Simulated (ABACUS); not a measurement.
# ZrTiN2: equation of state with PBE

ZrTiN2:

```xyz
4
Lattice="3.1587 0.0000 0.0000 0.0000 3.1587 0.0000 0.0000 0.0000 4.4597" Properties=species:S:1:pos:R:3 pbc="T T T"
Zr    0.0000    0.0000    0.0000
Ti    1.5794    1.5794    2.2298
N     1.5794    1.5794    0.0000
N     0.0000    0.0000    2.2298
```

The cell comes from a database or a generator and needn't be the stable form of this composition.

```yaml
Program: ABACUS 3.10.1
Task: equation of state
Functional: PBE
Potentials_or_basis: PseudoDojo NC SR 0.4.1 PBE standard
Cutoff: 1143 eV
Density_cutoff: 4572 eV
Basis: plane waves
k_mesh: 8 × 8 × 6
Occupations: fermi-dirac, width 0.05 eV
Spin: no spin polarisation
Radial_cutoff_of_the_potentials_pseudo_rcut: 10 bohr
SCF_threshold_on_the_density: 1e-08
Max_SCF_steps: 100
Eigensolver: dav
Mixing: broyden
Mixing_share: 0.7
Symmetry_key: 1
```

* Equilibrium volume: 11.02 Å³/atom
* Bulk modulus at fixed shape and positions: 255 GPa
* Pressure derivative of the bulk modulus: 4.3

Energy against volume, from the lowest point:
```
volume (Å³/atom)  energy (meV/atom)
          10.457              23.94
          10.679               7.83
          10.902               0.13
          11.124               0.00
          11.347               6.66
          11.569              19.44
          11.792              37.71
```

All runs of the series together: 2.7 min on 4 threads of AMD EPYC 7R13 Processor (Zen 3), on a shared host.

Caveat: the cell was scaled at fixed shape and fractional positions, which overstates the stiffness of a crystal with free parameters, most of all of layers and chains.
